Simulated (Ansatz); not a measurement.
# CH₄AlNOSi: basis-set convergence

One table from this session's results is given with a row withheld; the runs are named, their logs left out.

The runs use Ansatz 0.2.0, Gaussian basis; one geometry, several basis sets.

The runs, in order: PBE0-D4/def2-SVP; ωB97M-V/def2-SVP; PBE0-D4/def2-QZVPP; ωB97M-V/def2-QZVPP; the functionals' def2-TZVPP values are taken from earlier runs.

## Structure used throughout

An earlier PBE0-D4 in a triple-zeta def2 set relaxation fixed the geometry.

SMILES `[OH][Al]1[CH]=N[SiH2]1`, 9 atoms, charge 0, spin multiplicity 1.

Atoms are counted from 1 here; the program's logs count them from 0.

Bond lengths: O1–Al2 1.691 Å, O1–H6 0.956 Å, Al2–C3 1.997 Å, Al2–Si5 2.425 Å, C3–N4 1.280 Å, C3–H7 1.097 Å, N4–Si5 1.792 Å, Si5–H8 1.490 Å, Si5–H9 1.490 Å. Angles: Al2–O1–H6 126.9°, O1–Al2–C3 135.1°, O1–Al2–Si5 154.1°, C3–Al2–Si5 70.8°, Al2–C3–N4 101.8°, Al2–C3–H7 139.7°, N4–C3–H7 118.5°, C3–N4–Si5 113.6°, Al2–Si5–N4 73.8°, Al2–Si5–H8 124.2°, Al2–Si5–H9 124.2°, N4–Si5–H8 110.1°, N4–Si5–H9 110.2°, H8–Si5–H9 106.9°.

Geometry (Å):

```
O    -0.8311    2.1766   -1.3898
Al   -0.2700    0.8317   -0.5322
C     1.5288    0.1161   -0.0414
N     1.2201   -0.9403    0.6121
Si   -0.5459   -1.2129    0.7420
H    -1.7424    2.4098   -1.5582
H     2.5907    0.3614   -0.1697
H    -0.9540   -1.2592    2.1740
H    -0.9076   -2.5294    0.1461
```

The first run:

The input, in.yaml:

```yaml
crystal:
  periodic: [false, false, false]
  atoms:
    - {symbol: O, position_ang: [-0.831068, 2.176575, -1.389775]}
    - {symbol: Al, position_ang: [-0.270005, 0.831727, -0.532160]}
    - {symbol: C, position_ang: [1.528807, 0.116067, -0.041372]}
    - {symbol: N, position_ang: [1.220097, -0.940331, 0.612104]}
    - {symbol: Si, position_ang: [-0.545943, -1.212938, 0.742007]}
    - {symbol: H, position_ang: [-1.742379, 2.409779, -1.558232]}
    - {symbol: H, position_ang: [2.590696, 0.361360, -0.169681]}
    - {symbol: H, position_ang: [-0.954004, -1.259215, 2.173950]}
    - {symbol: H, position_ang: [-0.907600, -2.529425, 0.146058]}
basis:
  gaussian: {orbitals: def2-SVP}
hamiltonian: {xc: pbe0, dispersion: d4}
output: {orbitals: {seedname: orbitals}}
```

The run is started by

```console
$ ansatz run in.yaml --threads 2 --pin off --events-out ev --progress --plain --max-ram 4352MiB
```

Among the steps run: PBE0-D4 in def2-SVP; ωB97M-V in def2-SVP; PBE0-D4 in def2-QZVPP; ωB97M-V in def2-QZVPP.

One table of the session follows, with a row left open; its other results are not shown here.

It belongs to the step «Functionals by basis». 

| functional | basis | HOMO (eV) | LUMO (eV) |
| --- | --- | --- | --- |
| PBE0-D4 | def2-SVP | -6.33 | -1.54 |
| PBE0-D4 | def2-TZVPP | -6.46 | -1.68 |
| PBE0-D4 | def2-QZVPP | -6.49 | -1.73 |
| ωB97M-V | def2-SVP | -8.48 | 0.43 |
| ωB97M-V | def2-TZVPP | -8.63 | 0.21 |
| ωB97M-V | def2-QZVPP | ? | ? |

Q: Estimate the row for ωB97M-V, def2-QZVPP from the others.

As computed: HOMO (eV): -8.67; LUMO (eV): 0.06. In the column «HOMO (eV)» it is the lowest.
